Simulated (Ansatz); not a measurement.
# H5N2O2Ta: the cost of one run

Method: the settings change from run to run; program: Ansatz 0.2.0, Gaussian basis.

1 further run of the same task is left out (for a known fault of the program). Runs told in other sessions of the task aren't counted.

## (1) The molecule

The geometry comes from an earlier relaxation with PBE0-D4 in a triple-zeta def2 set; it is a stationary point, not always the lowest conformer. Ta takes a core potential in def2 sets; no spin-orbit term is included.

SMILES `[NH]=[Ta]([NH2])([OH])[OH]`, 10 atoms, charge 0, spin multiplicity 1.

Atoms are counted from 1 here; the program's logs count them from 0.

Bond lengths: N1–Ta2 1.769 Å, N1–H6 1.005 Å, Ta2–N3 1.986 Å, Ta2–O4 1.919 Å, Ta2–O5 1.919 Å, N3–H7 1.010 Å, N3–H8 1.007 Å, O4–H9 0.956 Å, O5–H10 0.956 Å. Angles: Ta2–N1–H6 175.6°, N1–Ta2–N3 104.6°, N1–Ta2–O4 112.0°, N1–Ta2–O5 112.0°, N3–Ta2–O4 110.3°, N3–Ta2–O5 110.3°, O4–Ta2–O5 107.7°, Ta2–N3–H7 124.0°, Ta2–N3–H8 125.6°, H7–N3–H8 110.4°, Ta2–O4–H9 131.0°, Ta2–O5–H10 131.0°.

## (2) CAM-B3LYP/def2-mTZVPP

Set apart from the defaults: charge -1, multiplicity 2.

File in.yaml:

```yaml
crystal:
  periodic: [false, false, false]
  atoms:
    - {symbol: N, position_ang: [-1.026716, 1.293422, -0.433606]}
    - {symbol: Ta, position_ang: [0.115228, 0.109567, 0.218334]}
    - {symbol: N, position_ang: [-0.009138, -1.438063, -1.019879]}
    - {symbol: O, position_ang: [-0.345743, -0.425215, 2.002335]}
    - {symbol: O, position_ang: [1.909051, 0.789086, 0.258044]}
    - {symbol: H, position_ang: [-1.655271, 2.013116, -0.745165]}
    - {symbol: H, position_ang: [0.527654, -2.287542, -0.917233]}
    - {symbol: H, position_ang: [-0.604724, -1.495128, -1.829733]}
    - {symbol: H, position_ang: [-1.105275, -0.216186, 2.543478]}
    - {symbol: H, position_ang: [2.278133, 1.605843, -0.073775]}
basis:
  gaussian: {orbitals: def2-mTZVPP}
total_charge: -1
magnetization: {spin_polarized: true, initial_magnetization: 1}
hamiltonian: {xc: {name: CAM-B3LYP}}
```

Launch:

```console
ansatz run in.yaml --threads 4 --pin off --events-out ev --progress --plain --max-ram 10444MiB
```

Q: Estimate wall time and peak memory on 4 threads of INTEL XEON PLATINUM 8581C at 2.10GHz, shared host.

About 6.5 s, with a peak of 0.6 GiB.
